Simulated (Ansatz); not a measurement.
# SrSiNi, space group P-6m2: a convergence test of the plane-wave cutoff

With the Ansatz DFT code, driven from Python.

Notebook, run cell by cell (the value of a cell's last expression is shown):

**Cell 1**
```python
import ansatz as az
import matplotlib.pyplot as plt
```

**Cell 2**
```python
cell = (
    az.Lattice.from_parameters(3.985015, 3.985015, 4.755983, alpha=90, beta=90, gamma=120)
    .space_group(187)
    .atom("Sr", [0.0, 0.0, 0.0])
    .atom("Si", [1 / 3, 2 / 3, 0.5])
    .atom("Ni", [2 / 3, 1 / 3, 0.5])
    .moments(Ni=1.5)
)
```

**Cell 3**
```python
cell.resolved().tree()["lattice"]
```
Output:
```text
((3.985015, 0.0, 0.0), (-1.9925074999999992, 3.451124224462045, 0.0),
 (2.912199678874613e-16, 5.044077805596597e-16, 4.7559830000000005))
```

**Cell 4**
```python
job = (
    cell.calculation()
    .spin("collinear")
    .occupations("Fermi-Dirac", width=0.05)
    .kpoints(mesh=(10, 10, 7))
    .functional("lda")
)
```

**Cell 5**
```python
rows = []
for value in [250, 350, 450, 550]:
    report = job.basis(value).run(threads=1).report
    rows.append((value, report["free_energy_ev"] / len(report["lattice"]["sites"]), report["n_iterations"], report["magnetization_mub"], report["n_pw"]))
```
Output:
```text
DeckWarning: basis.ecutwfc = 250 eV is below the records' recommended 420 eV, and the density's cutoff is lower with it unless basis.ecutrho_ratio is high enough to keep the records' density cutoff: compare with a run at a higher cutoff
RunWarning: the starting moments were not kept: the SCF closed with an absolute magnetisation of 1.2e-6 μB, where they sum to 1.5 μB in size (1 site). That is at most 0.1 of that sum. Measured as dr2_m measures the in/out step, that magnetisation stands 3.1e-13 eV from none, at or under the dr2_threshold of 1.0e-7 eV: [...]
DeckWarning: basis.ecutwfc = 350 eV is below the records' recommended 420 eV, and the density's cutoff is lower with it unless basis.ecutrho_ratio is high enough to keep the records' density cutoff: compare with a run at a higher cutoff
```

**Cell 6**
```python
print(" cutoff (eV)   F/atom (eV)    iterations  moment (muB)   plane waves")
for row in rows:
    print(f"{str(row[0]):>12s}  {row[1]:12.5f}  {row[2]:12d}  {row[3]:12.3f}  {row[4]:12d}")
```
Output:
```text
 cutoff (eV)   F/atom (eV)    iterations  moment (muB)   plane waves
         250   -3275.04121            11        -0.000           565
         350   -3275.87141            13        -0.000           975
         450   -3275.88182            13        -0.000          1397
         550   -3275.88226            13        -0.000          1897
```

**Cell 7**
```python
for row in rows[:-1]:
    shift = 1000 * (row[1] - rows[-1][1])
    print(f"{row[0]}: {shift:+.2f} meV/atom" + ("  (within 5 meV)" if abs(shift) < 5 else ""))
plt.figure(figsize=(4.5, 3))
plt.plot([str(row[0]) for row in rows], [1000 * (row[1] - rows[-1][1]) for row in rows], "o-")
plt.xlabel("cutoff (eV)")
plt.ylabel("F - F(last) (meV/atom)")
plt.tight_layout()
plt.savefig("ecut.png", dpi=100)
```
Output:
```text
250: +841.05 meV/atom
350: +10.85 meV/atom
450: +0.44 meV/atom  (within 5 meV)
```

From 450 eV on it stays within 5 meV an atom of the value at 550 eV; the first row (250 eV) is off by 841.1 meV and the last but one by 0.44 meV. The energy falls steadily, as expected when plane waves are added. The last run costs about 3.5 times the first.

The SCF didn't keep the moments it started from (some shrank, vanished or turned); what is printed is the state reached. The overall sign of a collinear moment is arbitrary, and semilocal functionals can give small moments to compounds that are paramagnetic. This cell is a computed structure, which may not be the phase found in nature. Warnings are shown shortened and without file and line. Shifts are counted from the last row, which is itself no proven limit. Run time: 91 s on 1 thread of Arm Neoverse V1 (shared host), peak memory 0.63 GiB.
